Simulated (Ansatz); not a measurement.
# Ca (Calcium): the cost of one run

Method: DFT LDA, scalar-relativistic, plane waves, PAW, in Ansatz 0.2.0.

2 further runs of the same task are left out: 2 set aside as unsound or not needed.

## (1) The starting structure

Symmetry: Fm-3m, No. 225, cubic system. The conventional cell has a = 5.339 Å, b = 5.339 Å, c = 5.339 Å, α = 90.00°, β = 90.00°, γ = 90.00°. Ca (site symmetry m-3m) has 12 Ca at 3.78 Å as nearest neighbours.

Coordinates:

```xyz
1
Lattice="0.0000 2.6694 2.6694 2.6694 0.0000 2.6694 2.6694 2.6694 0.0000" Properties=species:S:1:pos:R:3 pbc="T T T"
Ca    0.0000    0.0000    0.0000
```

It is the result of an earlier relaxation at this level (volume 38.04 Å³/atom; gap on the mesh: none (metal)).

## (2) The bulk in the cell of the plane

File input.yaml:

```yaml
crystal:
  lattice:
    - [3.7750735674, 0.0, 0.0]
    - [0.0, 5.338760238, 0.0]
    - [1.8875367837, 2.669380119, 1.8875367837]
  atoms:
    - { symbol: Ca, position: [0.0, 0.0, 0.0] }
basis:
  ecutwfc: 420
kpoints:
  mp_grid: { grid: [9, 7, 18] }
hamiltonian:
  xc: lda
scf:
  occupations: { method: gaussian, width: 0.1 }
output:
  forces: true
  stress: true
  eigenvalues: true
  write_density: true
  write_potential: true
  elf: true
  volumetric_format: npy
```

The run is started by

```bash
ansatz run input.yaml --threads 1 --pin off --max-ram 2560MiB --backend cpu --events-out ev --progress --plain --runs-dir out
```

Q: Estimate wall time and peak memory on 1 thread of Arm Neoverse V2, shared host.

About 6.8 s, with a peak of 0.37 GiB.
